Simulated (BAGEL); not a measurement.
# C2H2ClGa (SMILES C#[C][GaH][Cl]): HF/cc-pVDZ (density fitting with qzvpp-jkfit)

Aim: the vertical ionisation energy of C2H2ClGa at HF/cc-pVDZ (density fitting with qzvpp-jkfit), from 2 runs. 

The calculation is run with BAGEL 1.2.2.

5 further runs of the same task are left out: 3 that didn't finish, 2 set aside as unsound or not needed. Runs told in other sessions of the task aren't counted.

### Step 1. Starting point

The species is C2H2ClGa (6 atoms), meant as a singlet with charge 0. As SMILES, `C#[C][GaH][Cl]`. The coordinates come from a PBE0-D4/def2-TZVP relaxation.

Bond lengths: C1–C2 1.208 Å, C2–Ga3 1.900 Å, Ga3–Cl4 2.140 Å, C1–H5 1.067 Å, Ga3–H6 1.547 Å. Angles: C1–C2–Ga3 179.1°, C2–Ga3–Cl4 115.4°, C2–C1–H5 179.8°, C2–Ga3–H6 126.7°, Cl4–Ga3–H6 117.8°.

### Step 2. The energy at HF/cc-pVDZ (density fitting with qzvpp-jkfit)

input.json reads:

```json
{ "bagel" : [

{
  "title" : "molecule",
  "basis" : "cc-pvdz.json",
  "df_basis" : "qzvpp-jkfit",
  "angstrom" : true,
  "geometry" : [
    { "atom" : "C", "xyz" : [       0.577800,       1.057900,      -1.454500 ] },
    { "atom" : "C", "xyz" : [       0.247000,       0.412500,      -0.488700 ] },
    { "atom" : "Ga", "xyz" : [      -0.252900,      -0.587200,       1.048000 ] },
    { "atom" : "Cl", "xyz" : [      -1.745400,      -2.085600,       0.724100 ] },
    { "atom" : "H", "xyz" : [       0.867100,       1.625700,      -2.309900 ] },
    { "atom" : "H", "xyz" : [       0.306500,      -0.423300,       2.481100 ] }
  ]
},

{
  "title" : "hf"
},

{
  "title" : "print",
  "file" : "orbitals.molden",
  "orbitals" : true
}

]}
```

The basis set cc-pVDZ is read from a file made from the Basis Set Exchange's data (not shown).

Command:

```bash
$ BAGEL_NUM_THREADS=1 BAGEL input.json > input.out
```

The program printed:

```text
* using 1 threads per process

  ===============================================================
  ===============================================================

  *** Geometry ***

  { "atom" : "C", "xyz" : [      1.091884,      1.999141,     -2.748607 ] },
  { "atom" : "C", "xyz" : [      0.466762,      0.779512,     -0.923509 ] },
  { "atom" : "Ga", "xyz" : [     -0.477912,     -1.109647,      1.980433 ] },
  { "atom" : "Cl", "xyz" : [     -3.298328,     -3.941213,      1.368351 ] },
  { "atom" : "H", "xyz" : [      1.638582,      3.072128,     -4.365078 ] },
  { "atom" : "H", "xyz" : [      0.579201,     -0.799921,      4.688599 ] },

  Number of auxiliary basis functions:      580

  Since a DF basis is specified, we compute 2- and 3-index integrals:
    o Being stored without compression. Storage requirement is 0.032 GB

  Number of basis functions:       83
  Number of electrons      :       62

    * METHOD: MOLECULE                             0.27

  *** RHF ***

  === Nuclear Repulsion ===
   282.7125897535

      * DIIS with orbital gradients will be used.

  === RHF iteration (cc-pvdz.json) ===
      0      -2459.51614708          0.01128785           0.10
      1      -2459.61072094          0.00446074           0.09
      2      -2459.62333204          0.00101704           0.09
      3      -2459.62422196          0.00019866           0.09
      4      -2459.62424435          0.00008435           0.09
      5      -2459.62425033          0.00003732           0.09
      6      -2459.62425246          0.00002018           0.09
      7      -2459.62425334          0.00000716           0.09
      8      -2459.62425346          0.00000160           0.09
      9      -2459.62425347          0.00000050           0.09
     10      -2459.62425347          0.00000017           0.09
     11      -2459.62425347          0.00000004           0.09
     12      -2459.62425347          0.00000002           0.09
     13      -2459.62425347          0.00000001           0.09
    * SCF iteration converged.

    * Permanent dipole moment:
           (   -0.652739,    -0.715860,     0.057927) a.u.

    * METHOD: HF                                   1.44

    * METHOD: PRINT                                0.01

  ===============================================================
```

It took 1.9 s on 1 thread of Intel Xeon 6975P-C (Granite Rapids), shared host.

### Step 3. The doublet cation, same level

input.json reads:

```json
{ "bagel": [

{
  "title": "molecule",
  "basis": "cc-pvdz.json",
  "df_basis": "qzvpp-jkfit",
  "angstrom": true,
  "geometry": [
    { "atom": "C", "xyz": [       0.577800,       1.057900,      -1.454500 ] },
    { "atom": "C", "xyz": [       0.247000,       0.412500,      -0.488700 ] },
    { "atom": "Ga", "xyz": [      -0.252900,      -0.587200,       1.048000 ] },
    { "atom": "Cl", "xyz": [      -1.745400,      -2.085600,       0.724100 ] },
    { "atom": "H", "xyz": [       0.867100,       1.625700,      -2.309900 ] },
    { "atom": "H", "xyz": [       0.306500,      -0.423300,       2.481100 ] }
  ]
},

{
  "title": "uhf",
  "charge": 1,
  "nopen": 1
},

{
  "title": "print",
  "file": "orbitals.molden",
  "orbitals": true
}

]}
```

The basis set cc-pVDZ is read from a file made from the Basis Set Exchange's data (not shown).

Command:

```bash
$ BAGEL_NUM_THREADS=1 BAGEL input.json > input.out
```

The program printed:

```text
* using 1 threads per process

  ===============================================================
  ===============================================================

  *** Geometry ***

  { "atom" : "C", "xyz" : [      1.091884,      1.999141,     -2.748607 ] },
  { "atom" : "C", "xyz" : [      0.466762,      0.779512,     -0.923509 ] },
  { "atom" : "Ga", "xyz" : [     -0.477912,     -1.109647,      1.980433 ] },
  { "atom" : "Cl", "xyz" : [     -3.298328,     -3.941213,      1.368351 ] },
  { "atom" : "H", "xyz" : [      1.638582,      3.072128,     -4.365078 ] },
  { "atom" : "H", "xyz" : [      0.579201,     -0.799921,      4.688599 ] },

  Number of auxiliary basis functions:      580

  Since a DF basis is specified, we compute 2- and 3-index integrals:
    o Being stored without compression. Storage requirement is 0.032 GB

  Number of basis functions:       83
  Number of electrons      :       62

    * METHOD: MOLECULE                             0.29

  *** Open-shell HF ***

  === Nuclear Repulsion ===
   282.7125897535

      * DIIS with orbital gradients will be used.

  === UHF iteration (cc-pvdz.json) ===
      0      -2459.11171653          0.02081549           0.18
      1      -2459.22058645          0.01087575           0.19
      2      -2459.24773396          0.00499199           0.21
      3      -2459.25840283          0.00302698           0.20
      4      -2459.26653260          0.00192876           0.19
      5      -2459.27105888          0.00108455           0.17
      6      -2459.27248876          0.00064030           0.17
      7      -2459.27320621          0.00043022           0.16
      8      -2459.27354645          0.00027607           0.18
      9      -2459.27371740          0.00008938           0.17
     10      -2459.27373385          0.00003711           0.17
     11      -2459.27373778          0.00001530           0.17
     12      -2459.27373923          0.00000621           0.18
     13      -2459.27374009          0.00000373           0.18
     14      -2459.27374047          0.00000299           0.18
     15      -2459.27374083          0.00000294           0.17
     16      -2459.27374134          0.00000280           0.18
     17      -2459.27374176          0.00000250           0.17
     18      -2459.27374246          0.00000197           0.17
     19      -2459.27374284          0.00000076           0.20
     20      -2459.27374284          0.00000043           0.20
     21      -2459.27374284          0.00000022           0.21
     22      -2459.27374284          0.00000013           0.20
     23      -2459.27374284          0.00000010           0.20
     24      -2459.27374284          0.00000009           0.20
     25      -2459.27374284          0.00000008           0.20
     26      -2459.27374284          0.00000007           0.20
     27      -2459.27374284          0.00000007           0.18
     28      -2459.27374284          0.00000007           0.18
     29      -2459.27374284          0.00000006           0.17
     30      -2459.27374284          0.00000006           0.17
     31      -2459.27374284          0.00000005           0.17
     32      -2459.27374284          0.00000005           0.18
     33      -2459.27374284          0.00000004           0.17
     34      -2459.27374284          0.00000002           0.17
     35      -2459.27374284          0.00000001           0.18
     36      -2459.27374284          0.00000001           0.18
    * SCF iteration converged.

    * S^2 (UHF) is 0.7562

    * Permanent dipole moment:
           (   -1.965607,    -2.763323,     2.185089) a.u.

    * METHOD: UHF                                  6.96

    * METHOD: PRINT                                0.01

  ===============================================================
```

Run time: 7.5 s. Hardware: 1 thread of Intel Xeon 6975P-C (Granite Rapids), shared host.

### Step 4. Outcome

Level: HF/cc-pVDZ (density fitting with qzvpp-jkfit).

| quantity | value |
| --- | --- |
| singlet C2H2ClGa: total energy | -2459.62425 Eh |
| singlet C2H2ClGa: dipole moment | 2.47 D |
| singlet C2H2ClGa: HOMO energy | -11.11 eV |
| singlet C2H2ClGa: LUMO energy | 1.02 eV |
| singlet C2H2ClGa: HOMO–LUMO gap | 12.13 eV |
| doublet cation: total energy | -2459.27374 Eh |
| doublet cation: ⟨S²⟩ | 0.756 |
| vertical ionisation energy (to the doublet cation) | 9.538 eV |

What this shows: Removing an electron at fixed nuclei costs 9.54 eV (920 kJ/mol). The negative HOMO energy of the first species, 11.11 eV, lies 1.57 eV above that difference.
